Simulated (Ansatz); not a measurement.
Run this with Ansatz 0.2.0 through its Python package and show what comes out.

`ch5al2fse.xyz`
```text
10

F    -1.99210   -1.52460    0.58230
C    -0.97150   -0.63520    0.37140
Al    0.66220   -1.72850    0.23740
Se   -1.16480    0.36710   -1.29060
Al    0.22770    2.16860   -0.69540
H    -0.89820    0.07950    1.23210
H     2.12830   -1.01040    0.01720
H     0.65240   -3.30250    0.37080
H    -0.34890    3.45090    0.15950
H     1.78800    2.08390   -0.98170
```

`run_methods.py`
```python
# -*- coding: utf-8 -*-
"""CH5Al2FSe at several levels of theory."""

from pathlib import Path

import ansatz as az
import numpy as np

geometry = az.Crystal.molecule_from_extxyz("ch5al2fse.xyz")

calculation = geometry.calculation().basis(gaussian="def2-SVP")

print("functional    E (Ha)        dipole (D)   HOMO (eV)  LUMO (eV)")
for name in ["revpbe", "blyp", "pbe", "r2scan0", "hse06", "cam_b3lyp"]:
    data = calculation.functional(name).forces().orbitals().run(threads=1, runs_dir="runs").report
    lines = Path(data["orbitals_path"]).read_text().splitlines()
    field_of = lambda key: [line.split("=")[1].strip() for line in lines if line.startswith(key)]
    orbitals = [(27.211386 * float(e), s, float(n)) for e, s, n in zip(field_of("Ene="), field_of("Spin="), field_of("Occup="))]
    homo = max(e for e, _, n in orbitals if n > 0.5)
    lumo = min(e for e, _, n in orbitals if n < 0.5)
    dipole = 4.803205 * np.linalg.norm(data["charge_distribution"]["dipole_moment_e_ang"])
    print(f"{name:10s} {data['free_energy_ev'] / 27.211386246:14.6f} {dipole:9.3f} {homo:11.3f} {lumo:10.3f}")
```

```console
$ python run_methods.py
functional    E (Ha)        dipole (D)   HOMO (eV)  LUMO (eV)
revpbe       -3026.423573     1.358      -5.318     -3.051
blyp         -3026.774681     1.338      -5.164     -3.002
pbe          -3025.983764     1.377      -5.356     -3.173
r2scan0      -3026.613141     1.762      -6.673     -2.335
hse06        -3026.101597     1.653      -6.107     -2.814
cam_b3lyp    -3026.853863     1.724      -7.682     -1.438
```

What to keep in mind:
- The settings weren't tested for convergence.
- The geometry is a force-field or estimated start, not a minimum of this method, and the basis set is short of its limit. A lower total doesn't mark the better method: functionals have no common bound, and MP2 and coupled cluster aren't variational.
- Levels such as HOMO and LUMO are orbital energies: with these approximate functionals they aren't the ionisation energy and electron affinity, and their gap isn't the fundamental gap.
- hse06 follows the composition of plane-wave codes, whose totals differ by tens of mHa, up to about 0.1 Ha, from the form usual in Gaussian-basis programs (wpbeh).
- Timing: 19 s on 1 thread of AMD EPYC 9R45 96-Core Processor (Zen 5), with other jobs on the host, peak memory 0.44 GiB.
